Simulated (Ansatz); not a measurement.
Runs of Ansatz 0.2.0 on HfIn4SiO6. The structure is monoclinic, space group C2 (No. 5). Conventional cell: a = 5.432 Å, b = 9.407 Å, c = 7.636 Å, α = 90.00°, β = 104.07°, γ = 90.00°. Hf (site symmetry 2) has 6 O at 2.13 to 2.14 Å as nearest neighbours. In (site symmetry 2) is surrounded by 2 O at 2.73 Å and 4 In at 3.12 Å. Around In (site symmetry 2) lie 6 O at 2.23 Å. In (site symmetry 2) is surrounded by 2 O at 2.73 Å and 3 In at 3.07 to 3.12 Å. In (site symmetry 2) is surrounded by 2 O at 2.73 Å and 3 In at 3.07 to 3.12 Å. Si (site symmetry 2) has 6 O at 1.85 Å as nearest neighbours. O (site symmetry 1) is surrounded by 1 Si at 1.85 Å. O (site symmetry 1) is surrounded by 1 Si at 1.85 Å. The cell was built by a generator and needn't be a form met in nature.

```tsv
task	level	potentials or basis	U	cell	k mesh	cutoff (eV)	hubbard projectors	double counting	points for each segment of the path	mesh quality	gap on the mesh (eV)	pressure (GPa)	relaxed volume (Å³/atom)	largest force (eV/Å)
single point	PBE	Ansatz NC	-	as given	6 × 6 × 4	1240	-	-	-	not flagged	none	0.1	-	0.01
relaxation of cell and atoms	RPBE	Ansatz PAW	-	relaxed	4 × 4 × 3	420	-	-	-	not flagged	none	0.0	16.31	0.01
projected density of states	PBE+U	Ansatz PAW	Hf d U = 4 eV	as given	6 × 6 × 4	420	ortho-atomic (the default)	fll (the default)	-	not flagged	none	1.0	-	0.20
projected density of states	PBE+U	Ansatz PAW	Hf d U = 2 eV	as given	6 × 6 × 4	420	ortho-atomic (the default)	fll (the default)	-	not flagged	none	0.5	-	0.10
projected density of states	PBE+U	Ansatz PAW	Hf d U = 8 eV	as given	6 × 6 × 4	420	ortho-atomic (the default)	fll (the default)	-	not flagged	none	2.2	-	0.45
phonons	PBE	Ansatz PAW	-	as given	4 × 4 × 3	420	-	-	-	not flagged	none	-	-	-
single point	r2SCANh	Ansatz PAW	-	as given	3 × 3 × 2	500	-	-	-	coarse	none	-	-	(b)
band structure	revPBE	Ansatz PAW	-	as given	6 × 6 × 4	420	-	-	10	not flagged	none	(c)	-	0.11
relaxation of cell and atoms	r2SCAN+D4	Ansatz PAW	-	relaxed	4 × 4 × 3	500	-	-	-	not flagged	none	0.0	14.97	0.01
relaxation of cell and atoms	BLYP	Ansatz PAW	-	relaxed	4 × 4 × 3	420	-	-	-	not flagged	none	0.0	16.46	0.01
band structure	r2SCAN	Ansatz PAW	-	as given	6 × 6 × 4	500	-	-	10	not flagged	none	-4.4	-	(a)
```

Alike in all rows: no spin polarisation; smearing fermi-dirac 0.05 eV.

Q: Estimate the missing entries.

A: (a) 0.33; (b) 0.57; (c) 2.3.

Caveats: some runs use coarse meshes; the PAW data sets come from PBE, with cores solved anew for the run's functional, which leaves a small shift of forces and pressure (some runs); the potentials were made for another functional, which shifts forces and pressure (some runs); the plane-wave basis is chosen anew once the cell has moved, so the energies of steps on either side of that aren't comparable (some runs); U without spin polarisation on a metal has little footing (some runs); the density of states is complete only up to the lowest level of the last band computed (some runs); some modes are imaginary (some runs); pairwise dispersion overbinds metals, which lowers pressure and volume (some runs).

A k mesh can miss the band edges, and the runs leave out spin-orbit coupling on Hf, In.

A gap of «none» marks a metal or a gap under the smearing width.

Not every run made on this cell is shown here.
